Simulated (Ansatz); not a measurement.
# InH₂S₂ radical: up Jacob's ladder to CCSD(T)

The task here is to estimate one member of a computed series from the others.

Program: Ansatz 0.2.0, Gaussian basis. Level of theory: functionals in def2-TZVPP, the program's frozen cores in correlated methods. These are calculated values, not measurements.

Plan: LDA (SPW92), PBE-D4, revPBE-D4, BLYP-D4, r2SCAN-D4, B97M-V, PBE0-D4, B3LYP-D4, r2SCANh-D4, r2SCAN0-D4, HSE06-D4, BHLYP-D4, CAM-B3LYP-D4, LC-ωPBE, ωB97X-V, ωB97M-V, B2PLYP, PBE-QIDH; CCSD(T)/def2-SVP; CCSD(T)/def2-TZVPP; CCSD(T)/def2-QZVPP; extrapolation to the limit; RPA on PBE.

## Structure used throughout

All runs share one geometry, relaxed beforehand with PBE0-D4 in a triple-zeta def2 set. In takes the def2 core potential; no spin-orbit term is included.

SMILES `[SH][In][SH]`, 5 atoms, charge 0, spin multiplicity 2.

Atoms are counted from 1 here; the program's logs count them from 0.

Bond lengths: S1–In2 2.433 Å, S1–H4 1.345 Å, In2–S3 2.433 Å, S3–H5 1.345 Å. Angles: In2–S1–H4 91.9°, S1–In2–S3 118.2°, In2–S3–H5 91.9°.

The first run:

File in.yaml:

```yaml
crystal:
  periodic: [false, false, false]
  atoms:
    - {symbol: S, position_ang: [-1.586722, -1.358284, -0.235802]}
    - {symbol: In, position_ang: [0.076904, -0.566000, 1.353333]}
    - {symbol: S, position_ang: [1.627706, 1.162997, 0.627725]}
    - {symbol: H, position_ang: [-1.138120, -0.524140, -1.191044]}
    - {symbol: H, position_ang: [1.070232, 1.211725, -0.595613]}
basis:
  gaussian: {orbitals: def2-TZVPP}
magnetization: {spin_polarized: true, initial_magnetization: 1}
hamiltonian: {xc: lda}
output: {orbitals: {seedname: orbitals}}
```

Run with:

```bash
> ansatz run in.yaml --threads 2 --pin off --events-out ev --progress --plain --max-ram 32768MiB --backend cpu
```

Steps of the session up to this table: LDA; PBE-D4 (GGA); revPBE-D4 (GGA); BLYP-D4 (GGA); r2SCAN-D4 (meta-GGA); B97M-V (meta-GGA); PBE0-D4 (hybrid); B3LYP-D4 (hybrid); r2SCANh-D4 (hybrid); r2SCAN0-D4 (hybrid); HSE06-D4 (hybrid); BHLYP-D4 (hybrid); CAM-B3LYP-D4 (range-separated); LC-ωPBE (range-separated); ωB97X-V (range-separated); ωB97M-V (range-separated); B2PLYP (double hybrid); PBE-QIDH (double hybrid).

One table of the session follows, with a row left open; its other results are not shown here.

It belongs to the step «Orbital energies across the functionals». 

```
  functional  HOMO (eV)  LUMO (eV)  gap (eV)
 LDA (SPW92)      -5.48      -4.84      0.64
      PBE-D4      -5.35      -4.50      0.85
   revPBE-D4      -5.31      -4.38      0.93
     BLYP-D4      -5.16      -4.50      0.66
   r2SCAN-D4      -5.72      -4.23      1.49
      B97M-V      -5.37      -4.63      0.75
     PBE0-D4      -6.32      -3.69      2.63
    B3LYP-D4      -6.09      -4.05      2.04
  r2SCANh-D4      -6.07      -3.94      2.13
  r2SCAN0-D4      -6.60      -3.51      3.09
    HSE06-D4          ?          ?         ?
    BHLYP-D4      -7.11      -2.96      4.14
CAM-B3LYP-D4      -7.46      -2.88      4.59
     LC-ωPBE      -8.76      -1.53      7.24
     ωB97X-V      -8.32      -1.87      6.45
     ωB97M-V      -8.27      -2.07      6.20
```

Q: Estimate the row for HSE06-D4 from the others.

**Answer.** HOMO (eV): -5.94; LUMO (eV): -4.05; gap (eV): 1.88. In the column «HOMO (eV)» it lies between r2SCANh-D4 (-6.07) and r2SCAN-D4 (-5.72).
